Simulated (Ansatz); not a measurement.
**InSe2: tests of the settings**

Aim, for InSe2: sweep the k-point mesh shifted by half a step.

Method: DFT PBE, scalar-relativistic, plane waves, PAW, in Ansatz 0.2.0.

2 further runs of the same task are left out: 1 for a known fault of the program, 1 set aside as unsound or not needed.

### Step 1. The system as given

The structure is tetragonal, space group P4/nmm (No. 129). Conventional cell: a = 3.895 Å, b = 3.895 Å, c = 9.626 Å, α = 90.00°, β = 90.00°, γ = 90.00°. In (site symmetry 4mm) has 4 Se at 2.84 Å as nearest neighbours. Se (site symmetry 4mm) has 4 In at 2.84 Å as nearest neighbours. Se (site symmetry -4m2) is surrounded by 4 Se at 2.75 Å.

As a file:

```cif
data_structure
_symmetry_space_group_name_H-M 'P4/nmm:1'
_symmetry_Int_Tables_number 129
_cell_length_a 3.8949
_cell_length_b 3.8949
_cell_length_c 9.6262
_cell_angle_alpha 90.000
_cell_angle_beta 90.000
_cell_angle_gamma 90.000
_cell_volume 146.03
loop_
_atom_site_label
_atom_site_type_symbol
_atom_site_symmetry_multiplicity
_atom_site_Wyckoff_symbol
_atom_site_fract_x
_atom_site_fract_y
_atom_site_fract_z
_atom_site_occupancy
In1 In 2 c 0.00000 0.50000 0.70647 1
Se1 Se 2 c 0.00000 0.50000 0.36621 1
Se2 Se 2 a 0.00000 0.00000 0.00000 1
```

Source of the structure: the Materials Project (structure only). It is taken as it stands there.

### Step 2. The base input

Contents of input.yaml:

```yaml
crystal:
  lattice:
    - [3.894893, 0.0, 0.0]
    - [0.0, 3.894893, 0.0]
    - [0.0, 0.0, 9.626231]
  atoms:
    - { symbol: In, position: [0.0, 0.5, 0.706468] }
    - { symbol: In, position: [0.5, 0.0, 0.293532] }
    - { symbol: Se, position: [0.0, 0.5, 0.366212] }
    - { symbol: Se, position: [0.5, 0.0, 0.633788] }
    - { symbol: Se, position: [0.0, 0.0, 0.0] }
    - { symbol: Se, position: [0.5, 0.5, 0.0] }
basis:
  ecutwfc: 420
kpoints:
  mp_grid: { grid: [10, 10, 4] }
hamiltonian:
  xc: pbe
scf:
  occupations: { method: gaussian, width: 0.1 }
output:
  forces: true
  stress: true
  eigenvalues: true
  populations: true
```

Its results, from an earlier run: -5512.1914 eV/atom at zero smearing, pressure -0.10 GPa, largest force 0.055 eV/Å, no gap on the mesh, in 9 SCF cycles and 37 s.

### Step 3. K-point mesh shifted by half a step: 6×6×2

Contents of input.yaml:

```yaml
crystal:
  lattice:
    - [3.894893, 0.0, 0.0]
    - [0.0, 3.894893, 0.0]
    - [0.0, 0.0, 9.626231]
  atoms:
    - { symbol: In, position: [0.0, 0.5, 0.706468] }
    - { symbol: In, position: [0.5, 0.0, 0.293532] }
    - { symbol: Se, position: [0.0, 0.5, 0.366212] }
    - { symbol: Se, position: [0.5, 0.0, 0.633788] }
    - { symbol: Se, position: [0.0, 0.0, 0.0] }
    - { symbol: Se, position: [0.5, 0.5, 0.0] }
basis:
  ecutwfc: 420
kpoints:
  mp_grid: { grid: [6, 6, 2], shift: [0.5, 0.5, 0.5] }
hamiltonian:
  xc: pbe
scf:
  occupations: { method: gaussian, width: 0.1 }
output:
  forces: true
  stress: true
  eigenvalues: true
```

Launch:

```console
$ ansatz run input.yaml --threads 1 --pin off --max-ram 2560MiB --backend cpu --events-out ev --progress --plain --runs-dir out
```

### Step 4. K-point mesh shifted by half a step: 6×6×4

input.yaml, as its differences from that of step 3:

```diff
@@ -15,3 +15,3 @@
 kpoints:
-  mp_grid: { grid: [6, 6, 2], shift: [0.5, 0.5, 0.5] }
+  mp_grid: { grid: [6, 6, 4], shift: [0.5, 0.5, 0.5] }
 hamiltonian:
```

### Step 5. K-point mesh shifted by half a step set to 8×8×4

input.yaml, as its differences from that of step 4:

```diff
@@ -15,3 +15,3 @@
 kpoints:
-  mp_grid: { grid: [6, 6, 4], shift: [0.5, 0.5, 0.5] }
+  mp_grid: { grid: [8, 8, 4], shift: [0.5, 0.5, 0.5] }
 hamiltonian:
```

(Steps that only read results are left out.)

Q: Predict the outcome of the series: the values and the trend.

The runs gave:

| quantity | value |
| --- | --- |
| largest energy shift, k-point mesh shifted by half a step | 10.7 meV/atom at 6×6×4 |

**Reading.** The densest shifted mesh lands 4.89 meV/atom from the base run. Spin polarisation is off in the runs that give these values; a magnetic solution could lie lower.
